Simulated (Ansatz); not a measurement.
Task: a single point in a Gaussian basis of C2H5NOSi, SMILES C=C1O[SiH]1N, with Ansatz's Python interface. Give the script and its output. Settings: PBE, 6-31G* basis, multiplicity 1.

```csv
atom,x (Å),y (Å),z (Å)
C,-1.3238,-1.3558,0.8515
C,-0.3597,-0.7020,0.2708
O,0.8212,-0.3545,0.7003
Si,0.6331,0.1020,-0.9211
N,0.6724,1.7690,-0.8615
H,-1.3082,-1.6292,1.8689
H,-2.2678,-1.4958,0.3052
H,1.6988,-0.5016,-1.6965
H,-0.0374,2.1201,-0.1522
H,1.5545,1.9968,-0.3626
```

`c2h5nosi.py`
```python
"""Single point of C2H5NOSi."""

import json

import ansatz as az

BASIS_SET = "6-31G*"
FUNCTIONAL = "pbe"

GEOMETRY = """
C    -1.32380   -1.35580    0.85150
C    -0.35970   -0.70200    0.27080
O     0.82120   -0.35450    0.70030
Si    0.63310    0.10200   -0.92110
N     0.67240    1.76900   -0.86150
H    -1.30820   -1.62920    1.86890
H    -2.26780   -1.49580    0.30520
H     1.69880   -0.50160   -1.69650
H    -0.03740    2.12010   -0.15220
H     1.55450    1.99680   -0.36260
"""


def main() -> None:
    system = az.Crystal.molecule()
    for line in GEOMETRY.strip().splitlines():
        symbol, *xyz = line.split()
        system = system.atom(symbol, [float(v) for v in xyz])

    model = (
        system.calculation()
        .basis(gaussian=BASIS_SET)
        .functional(FUNCTIONAL)
    )
    trace = []
    outcome = model.session().plan().execute(on_event=trace.append)
    data = outcome.report
    for event in trace:
        if event["event"] == "mean_field_evaluation" and event["data"]["evaluation"] <= 25:
            print("pass {evaluation:3d}  E = {energy_ev:.6f} eV  gradient {gradient_ev:.1e}".format(**event["data"]))

    print("reference energy %16.6f eV" % data["reference_energy_ev"])
    print("total energy     %16.6f eV" % data["free_energy_ev"])
    print("occupied (up, down):", data["n_occupied"], " virtual:", data["n_virtual"], " frozen:", data["n_frozen"])
    with open("c2h5nosi.json", "w") as handle:
        json.dump({k: data[k] for k in ("free_energy_ev", "reference_energy_ev", "n_occupied", "n_virtual")}, handle, indent=1)


if __name__ == "__main__":
    main()
```

```console
$ python c2h5nosi.py
pass   1  E = -13543.311562 eV  gradient 8.0e+01
pass   2  E = -13502.203949 eV  gradient 1.5e+02
pass   3  E = -13555.519767 eV  gradient 2.7e+01
pass   4  E = -13556.171846 eV  gradient 2.3e+01
pass   5  E = -13557.168695 eV  gradient 6.5e+00
pass   6  E = -13557.272288 eV  gradient 2.8e+00
pass   7  E = -13557.291791 eV  gradient 6.0e-01
pass   8  E = -13557.292446 eV  gradient 1.1e-01
pass   9  E = -13557.288395 eV  gradient 1.1e-01
pass  10  E = -13557.288420 eV  gradient 5.9e-02
pass  11  E = -13557.209103 eV  gradient 2.7e-01
pass  12  E = -13557.209240 eV  gradient 4.8e-02
pass  13  E = -13557.209243 eV  gradient 2.4e-02
pass  14  E = -13557.209245 eV  gradient 3.6e-03
pass  15  E = -13557.209245 eV  gradient 5.8e-04
pass  16  E = -13557.209245 eV  gradient 5.8e-04
pass  17  E = -13557.209245 eV  gradient 1.1e-04
pass  18  E = -13557.209245 eV  gradient 2.4e-05
pass  19  E = -13557.209245 eV  gradient 2.4e-05
reference energy    -13557.209276 eV
total energy        -13557.209276 eV
occupied (up, down): [23, 23]  virtual: [66, 66]  frozen: 0
```

`c2h5nosi.json`, as written:
```json
{
 "free_energy_ev": -13557.20927557388,
 "reference_energy_ev": -13557.20927557388,
 "n_occupied": [
  23,
  23
 ],
 "n_virtual": [
  66,
  66
 ]
}
```

What to keep in mind:
- Total energies depend on the basis set; only differences at equal settings carry meaning.
- The geometry is a force-field or estimated start, not a minimum of this method, and the basis set is short of its limit.
- Early passes use coarser integrals and grids, so their energies can't be compared with the last.
- Hardware and time: 1.9 s on 1 thread of Intel(R) Xeon(R) Platinum 8375C CPU @ 2.90GHz (Ice Lake) (shared host), peak memory 0.19 GiB.

(A comment or docstring line of the script was reworded after the run, the code is as it ran; lines on the test bed's own set-up are left out of the output.)
